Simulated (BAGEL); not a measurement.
# AlNH2BrCl (SMILES [NH2][Al]([Cl])[Br]): PBE0/def2-SVP (density fitting with qzvpp-jkfit)

Aim: the energy change on altering one bond length of AlNH2BrCl at PBE0/def2-SVP (density fitting with qzvpp-jkfit), from 2 runs. 

The results are computed with BAGEL 1.2.2.

34 further runs of the same task are left out: 2 for a known fault of the program, 32 set aside as unsound or not needed.

## (1) Starting point

The species is AlNH2BrCl (6 atoms), meant as a singlet with charge 0. As SMILES, `[NH2][Al]([Cl])[Br]`. The coordinates come from a PBE0-D4/def2-TZVP relaxation.

Bond lengths: N1–Al2 1.747 Å, Al2–Cl3 2.083 Å, Al2–Br4 2.240 Å, N1–H5 1.007 Å, N1–H6 1.006 Å. Angles: N1–Al2–Cl3 119.9°, N1–Al2–Br4 120.0°, Cl3–Al2–Br4 120.1°, Al2–N1–H5 124.4°, Al2–N1–H6 124.3°, H5–N1–H6 111.3°.

## (2) A single-point energy at PBE0/def2-SVP (density fitting with qzvpp-jkfit)

calc.json reads:

```json
{ "bagel": [

{
  "title": "molecule",
  "basis": "svp",
  "df_basis": "qzvpp-jkfit",
  "angstrom": true,
  "geometry": [
    { "atom": "N", "xyz": [   -0.060200,    1.030300,   -0.052300 ] },
    { "atom": "Al", "xyz": [    0.078100,   -0.708400,    0.049200 ] },
    { "atom": "Cl", "xyz": [    1.403900,   -1.566700,    1.407100 ] },
    { "atom": "Br", "xyz": [   -1.169000,   -2.010900,   -1.279100 ] },
    { "atom": "H", "xyz": [    0.466800,    1.676700,    0.511400 ] },
    { "atom": "H", "xyz": [   -0.677500,    1.514900,   -0.682400 ] }
  ]
},
{ "title": "ks", "xc_func": "pbe0" },
{ "title": "print", "file": "orbitals.molden", "orbitals": true }

]}
```

The run is started by

```
BAGEL_NUM_THREADS=1 BAGEL calc.json > calc.out
```

What it wrote:

```text
* using 1 threads per process

  ===============================================================
  ===============================================================

  *** Geometry ***

  { "atom" : "N", "xyz" : [     -0.113762,      1.946985,     -0.098833 ] },
  { "atom" : "Al", "xyz" : [      0.147588,     -1.338682,      0.092975 ] },
  { "atom" : "Cl", "xyz" : [      2.652987,     -2.960634,      2.659034 ] },
  { "atom" : "Br", "xyz" : [     -2.209090,     -3.800050,     -2.417149 ] },
  { "atom" : "H", "xyz" : [      0.882124,      3.168504,      0.966406 ] },
  { "atom" : "H", "xyz" : [     -1.280289,      2.862746,     -1.289549 ] },

  Number of auxiliary basis functions:      635

  Since a DF basis is specified, we compute 2- and 3-index integrals:
    o Being stored without compression. Storage requirement is 0.043 GB

  Number of basis functions:       92
  Number of electrons      :       74

    * METHOD: MOLECULE                             0.57

  *** Kohn-Sham DFT ***

    * Removing 10271 points whose weight is below 1.00e-10
    * Grid points: 79165

  === Nuclear Repulsion ===
   358.9739411467

       - DIIS with orbital gradients will be used.

  === KS iteration (pbe0 / svp) ===
      0      -3222.39887242          0.10410290           0.66
      1      -2842.03029858          0.22811092           0.55
      2      -3017.52575043          0.06773306           0.54
      3      -2858.98668587          0.23902677           0.55
      4      -2860.82123300          0.23335994           0.56
      5      -2862.97825344          0.23447934           0.56
      6      -2862.79889446          0.23446419           0.54
      7      -2850.87136708          0.22444899           0.55
      8      -2961.53935766          0.15610777           0.56
      9      -3247.63583466          0.11399863           0.55
     10      -3279.13936918          0.13724922           0.55
     11      -3323.28705295          0.07686763           0.55
     12      -3329.64523387          0.04492914           0.54
     13      -3331.27350961          0.02720621           0.54
     14      -3323.00103776          0.06814798           0.55
     15      -3331.42569897          0.02348369           0.55
     16      -3331.70175449          0.00616788           0.54
     17      -3331.72063982          0.00124156           0.55
     18      -3331.72173649          0.00021605           0.56
     19      -3331.72177253          0.00005650           0.55
     20      -3331.72177470          0.00000940           0.55
     21      -3331.72177474          0.00000229           0.55
     22      -3331.72177475          0.00000207           0.55
     23      -3331.72177475          0.00000020           0.55
     24      -3331.72177475          0.00000008           0.55
     25      -3331.72177475          0.00000003           0.55
     26      -3331.72177475          0.00000001           0.55
     27      -3331.72177475          0.00000000           0.55
    * SCF iteration converged.

    * Permanent dipole moment:
           (    0.085618,    -0.990160,     0.065145) a.u.

    * METHOD: KS                                  16.09

    * METHOD: PRINT                                0.02

  ===============================================================
```

It took 17 s on 1 thread of Intel Xeon Platinum 8259CL at 2.50GHz (Skylake/Cascade Lake), shared host; peak memory 0.42 GiB.

## (3) The distorted shape at the same level

input.json reads:

```json
{ "bagel": [

{
  "title": "molecule",
  "basis": "svp",
  "df_basis": "qzvpp-jkfit",
  "angstrom": "true",
  "geometry": [
    { "atom": "N", "xyz": [    0.125007,    0.884907,    0.136747 ] },
    { "atom": "Al", "xyz": [    0.263307,   -0.853793,    0.238247 ] },
    { "atom": "Cl", "xyz": [    1.589107,   -1.712093,    1.596147 ] },
    { "atom": "Br", "xyz": [   -0.983793,   -2.156293,   -1.090053 ] },
    { "atom": "H", "xyz": [    0.652007,    1.531307,    0.700447 ] },
    { "atom": "H", "xyz": [   -0.677500,    1.514900,   -0.682400 ] }
  ]
},
{ "title": "ks", "xc_func": "pbe0" },
{ "title": "print", "file": "orbitals.molden", "orbitals": "true" }

]}
```

The run is started by

```
BAGEL_NUM_THREADS=1 BAGEL input.json > input.out
```

What it wrote:

```text
* using 1 threads per process

  ===============================================================
  ===============================================================

  *** Geometry ***

  { "atom" : "N", "xyz" : [      0.236229,      1.672232,      0.258414 ] },
  { "atom" : "Al", "xyz" : [      0.497578,     -1.613435,      0.450222 ] },
  { "atom" : "Cl", "xyz" : [      3.002977,     -3.235387,      3.016281 ] },
  { "atom" : "Br", "xyz" : [     -1.859099,     -4.074803,     -2.059902 ] },
  { "atom" : "H", "xyz" : [      1.232115,      2.893751,      1.323653 ] },
  { "atom" : "H", "xyz" : [     -1.280289,      2.862746,     -1.289549 ] },

  Number of auxiliary basis functions:      635

  Since a DF basis is specified, we compute 2- and 3-index integrals:
    o Being stored without compression. Storage requirement is 0.043 GB

  Number of basis functions:       92
  Number of electrons      :       74

    * METHOD: MOLECULE                             0.56

  *** Kohn-Sham DFT ***

    * Removing 9919 points whose weight is below 1.00e-10
    * Grid points: 79517

  === Nuclear Repulsion ===
   357.5555771683

       - DIIS with orbital gradients will be used.

  === KS iteration (pbe0 / svp) ===
      0      -3223.06559308          0.10394943           0.82
      1      -2843.38259365          0.22788025           0.57
      2      -3018.56875033          0.06635675           0.61
      3      -2859.28791081          0.22244811           0.58
      4      -2863.01966693          0.23558041           0.57
      5      -2865.62651868          0.23364113           0.57
      6      -2865.52424682          0.23371921           0.57
      7      -2849.49140220          0.22422396           0.56
      8      -2962.49384379          0.15583463           0.55
      9      -3247.59443748          0.11301372           0.55
     10      -3282.49518059          0.13036795           0.58
     11      -3322.93173682          0.08377371           0.55
     12      -3323.20237865          0.06257070           0.55
     13      -3331.38914667          0.02462570           0.55
     14      -3322.44952342          0.06670739           0.58
     15      -3331.32345543          0.02538656           0.55
     16      -3331.64660896          0.00648081           0.55
     17      -3331.67655804          0.00183936           0.55
     18      -3331.67894882          0.00034896           0.55
     19      -3331.67906004          0.00011333           0.57
     20      -3331.67906777          0.00003120           0.56
     21      -3331.67906859          0.00000891           0.55
     22      -3331.67906864          0.00000226           0.55
     23      -3331.67906865          0.00000037           0.54
     24      -3331.67906865          0.00000019           0.56
     25      -3331.67906865          0.00000008           0.55
     26      -3331.67906865          0.00000003           0.55
     27      -3331.67906865          0.00000001           0.58
     28      -3331.67906865          0.00000000           0.55
    * SCF iteration converged.

    * Permanent dipole moment:
           (    0.125766,    -1.039570,     0.105686) a.u.

    * METHOD: KS                                  17.09

    * METHOD: PRINT                                0.02

  ===============================================================
```

Run time: 18 s. Hardware: 1 thread of Intel Xeon Platinum 8259CL at 2.50GHz (Skylake/Cascade Lake), shared host; peak memory 0.42 GiB.

## (4) Outcome

At PBE0/def2-SVP (density fitting with qzvpp-jkfit):

| quantity | value |
| --- | --- |
| first shape: total energy | -3331.72177 Eh |
| first shape: dipole moment | 2.53 D |
| first shape: HOMO energy | -7.83 eV |
| first shape: LUMO energy | -0.44 eV |
| first shape: HOMO–LUMO gap | 7.38 eV |
| distorted shape: total energy | -3331.67907 Eh |
| distorted shape: dipole moment | 2.68 D |
| distorted shape: HOMO energy | -7.70 eV |
| distorted shape: LUMO energy | -0.70 eV |
| distorted shape: HOMO–LUMO gap | 7.00 eV |
| energy change with the N1–H6 bond stretched from 1.006 to 1.308 Å | 1.162 eV |

With the N1–H6 bond stretched from 1.006 to 1.308 Å the energy rises by 1.16 eV (112 kJ/mol). The first shape isn't relaxed at this level, so the change isn't measured from a minimum.
